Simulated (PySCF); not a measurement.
# How the numerical set-up moves the result for SeF⁺ (triplet)

Aim: see how much the energy and properties of SeF⁺ (triplet) depend on the numerical set-up.

Method: each script names its method and basis; program: PySCF 2.14.0.

3 further runs of the same task are left out: 3 that didn't finish.

**1. Where the work starts**

SeF⁺ (triplet): 2 atoms, charge 1, spin multiplicity 3.

Bond lengths: Se1–F2 1.830 Å.

**2. The base run**

input.py

```python
from pyscf import gto, dft
from pyscf.prop.polarizability import uhf as pol

mol = gto.M(
    atom='Se 0 0 0; F 0 0 1.83',
    basis='pcseg-1',
    charge=1,
    spin=2,
    symmetry=True,
    verbose=4,
)
mf = dft.UKS(mol, xc='o3lyp')
mf.kernel()
print('polarizability (a.u.)')
print(pol.Polarizability(mf).polarizability().round(4))
mf.dip_moment()
print('orbital energies (hartree):', [e[max(0, n-3):n+3].round(4) for e, n in zip(mf.mo_energy, mol.nelec)])
```

Started as:

```
$ OMP_NUM_THREADS=1 python input.py
```

Its log is not repeated here.

It gives: E(SCF) = -2501.159584 Eh, 11 cycles, ⟨S²⟩ = 2.004, α(xx, yy, zz) = 12.7, 12.7, 24.6 bohr³.

The bond length is a typed value, not an optimised one. The dipole of an ion depends on the origin. The triplet is typed in the script; nothing here shows that it is the ground state.

**3. Jorge-dzp**

Run 1 changes basis set: pcseg-1 → jorge-dzp.

input.py

```python
from pyscf import gto, dft
from pyscf.prop.polarizability import uhf as pol

mol = gto.M(
    atom='Se 0 0 0; F 0 0 1.83',
    basis='jorge-dzp',
    charge=1,
    spin=2,
    symmetry=True,
    verbose=4,
)
mf = dft.UKS(mol, xc='o3lyp')
mf.kernel()
print('polarizability (a.u.)')
print(pol.Polarizability(mf).polarizability().round(4))
mf.dip_moment()
print('orbital energies (hartree):', [e[max(0, n-3):n+3].round(4) for e, n in zip(mf.mo_energy, mol.nelec)])
```

Started as:

```
$ OMP_NUM_THREADS=1 python input.py
```

**4. Def2-svp**

Run 2 changes basis set: pcseg-1 → def2-svp.

input.py: that of step 2 with these lines changed.

```diff
@@ -5,3 +5,3 @@
     atom='Se 0 0 0; F 0 0 1.83',
-    basis='pcseg-1',
+    basis='def2-svp',
     charge=1,
```

**5. Integration grid 4**

Run 3 changes integration grid: default → 4.

input.py: that of step 2 with these lines changed.

```diff
@@ -12,2 +12,3 @@
 mf = dft.UKS(mol, xc='o3lyp')
+mf.grids.level = 4
 mf.kernel()
```

What does the calculation give? Wanted: for each run, E(SCF); from base; gap, α spin.

**Answer**, as computed:

| run | E(SCF) (hartree) | from base (eV) | cycles | gap, α spin (eV) | functions |
| --- | --- | --- | --- | --- | --- |
| base | -2501.159584 | 0 | 11 | 4.73 | 41 |
| jorge-dzp | -2501.389635 | -6.2600 | 13 | 4.80 | 58 |
| def2-svp | -2501.082433 | +2.0994 | 11 | 4.73 | 46 |
| integration grid 4 | -2501.159584 | 0.0000 | 11 | 4.73 | 41 |

In words: The SCF energy stays the same, to the digits that matter, with integration grid 4. The largest comparable shift of the SCF energy, -6.260 eV, comes with the run “jorge-dzp”. jorge-dzp (58 functions) gives an energy 6.26 eV lower than pcseg-1 (41). def2-svp (46 functions) gives an energy 2.10 eV higher than pcseg-1 (41); size alone doesn't order basis sets of different families.
